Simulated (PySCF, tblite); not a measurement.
# C₄H₉OSeSi radical: geometry, infrared bands and EPR parameters

What infrared bands and EPR parameters should C₄H₉OSeSi radical (`C[SiH][Se]C1COC1`) show?

Programs: tblite 0.8.0 and PySCF 2.14.0, with density-fitted response routines of our own. Each step states its level of theory. These are calculated values for one molecule in the gas phase, unless marked as measured. Atoms are numbered from 0 throughout.

## Step 1: The starting structure

16 atoms, charge 0, multiplicity 2; geometry from: force field or distance geometry start.

Bonds of the start (Å): C0–Si1 1.89, Si1–Se2 2.26, Se2–C3 1.92, C3–C4 1.52, C4–O5 1.40, O5–C6 1.41, C6–C3 1.48, C0–H7 1.11, C0–H8 1.09, C0–H9 1.10, Si1–H10 1.46, C3–H11 1.13, C4–H12 1.11, C4–H13 1.11, C6–H14 1.11, C6–H15 1.13.

## Step 2: Geometry optimisation with GFN2-xTB

What the job is given:

```
{"job": {"kind": "relax", "xc": "GFN2-xTB", "basis": "xTB"}, "charge": 0, "multiplicity": 2}
C      3.519200     0.432500    -0.065200
Si     1.821100     0.871500     0.637300
Se     0.503200    -0.895200     0.138700
C     -1.359800    -0.629000     0.522000
C     -2.206600    -1.240600    -0.580000
O     -2.799400    -0.002500    -0.875600
C     -2.008700     0.635600     0.096900
H      3.299500    -0.032200    -1.049600
H      4.164700     1.307400    -0.183500
H      3.992500    -0.295100     0.611200
H      1.298700     2.086600     0.029600
H     -1.688800    -1.078100     1.501100
H     -1.589700    -1.654700    -1.405500
H     -2.896900    -2.002000    -0.168100
H     -1.345200     1.441500    -0.291300
H     -2.711400     1.063200     0.873300
```

Run with:

```console
> OMP_NUM_THREADS=1 python probes_run.py task.json out
```

The driver reads the jobs from task.json and runs them one after another.

**Question.** This job is followed by: GFN2-xTB harmonic vibrations, gas phase; UKS B3LYP, def2-TZVP-core on Se, pcH-1 on C H O Si, non-relativistic, mean-field spin-orbit, GIAO. Predict these results of the whole session: strongest single infrared mode (GFN2-xTB); zero-point energy (GFN2-xTB); g(iso) (B3LYP); ⟨S²⟩; largest a(iso) (averaged by class); surface potential, 1st and 99th percentile.

As calculated:

| quantity | value |
| --- | --- |
| strongest single infrared mode (GFN2-xTB) | 2147 cm⁻¹, 280 km/mol |
| zero-point energy (GFN2-xTB) | 74.9 kcal/mol |
| g(iso) (B3LYP) | 2.01385 |
| ⟨S²⟩ | 0.752 (exact 0.75) |
| largest a(iso) (averaged by class) | 29Si on Si1, -533.3 MHz |
| surface potential, 1st and 99th percentile | -1.56 V and 0.98 V |

In words: Over 147 steps the energy fell by 0.466 eV; of the close pairs, Si1–Se2 changed most, 2.260 to 2.305 Å. No mode is imaginary among the 42: a minimum at this level. The strongest single mode, at 2147 cm⁻¹, moves mainly H10. GFN2-xTB is a fitted tight-binding method: band positions and strengths are rough. Its intensities can rank the bands wrongly. Si1 carries the largest spin population, 0.83 e. The isotropic g lies 11.5 ppt above the free-electron value. The hyperfine terms hold no scalar relativity, which the heavier nuclei need.
